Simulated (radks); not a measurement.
# Taking charge from the 5s level of Hf³⁺ in fractions

One table from this session's results is given with a row withheld; the runs are named, their logs left out.

Method: Dirac Kohn-Sham, LDA (Slater exchange, Perdew-Wang correlation), spin-unpolarised, spherical densities, finite nucleus; open shells are shared between the two j in proportion to 2j + 1. Code: radks (a radial shooting solver on a logarithmic mesh, Libxc functionals) version 1.

## What is computed

```
element            : hafnium (Z = 72)
charge             : +3
electrons          : 69
configuration      : [Xe] 4f14 5d1
nuclear rms radius : 5.347 fm
```

The outer shells:

Hf³⁺
```
[Xe] core
4f [↑↓][↑↓][↑↓][↑↓][↑↓][↑↓][↑↓]
5d [↑ ][  ][  ][  ][  ]
```

The first run:

Settings of this run:

```text
Z 72
configuration [Xe] 4f14 5d1
relativity Dirac
functional lda,pw
spin unpolarised
j_filling average
nucleus finite rms 5.347 fm
c 137.035999084
```

Among the steps run: Start: [Xe] 4f14 5d1.

One table of the session follows, with a row left open; its other results are not shown here.

Radial moments (bohr):

```
level     <r>  outermost maximum (interpolated)  90 % within  nodes
4d5/2  0.5404                             0.475        0.812      1
5s1/2   1.131                              1.01         1.63      4
5p1/2   1.253                              1.10         1.83      3
5p3/2   1.355                              1.18         1.98      3
4f5/2  0.6670                             0.451         1.13      0
4f7/2  0.6791                             0.456         1.15      0
5d3/2       ?                                 ?            ?      ?
5d5/2   1.950                              1.60         2.96      2
```

**Question.** Estimate the row for 5d3/2.

As computed: <r>: 1.904; outermost maximum (interpolated): 1.56; 90 % within: 2.89; nodes: 2. In the column «<r>» it lies between 5p3/2 (1.355) and 5d5/2 (1.950).
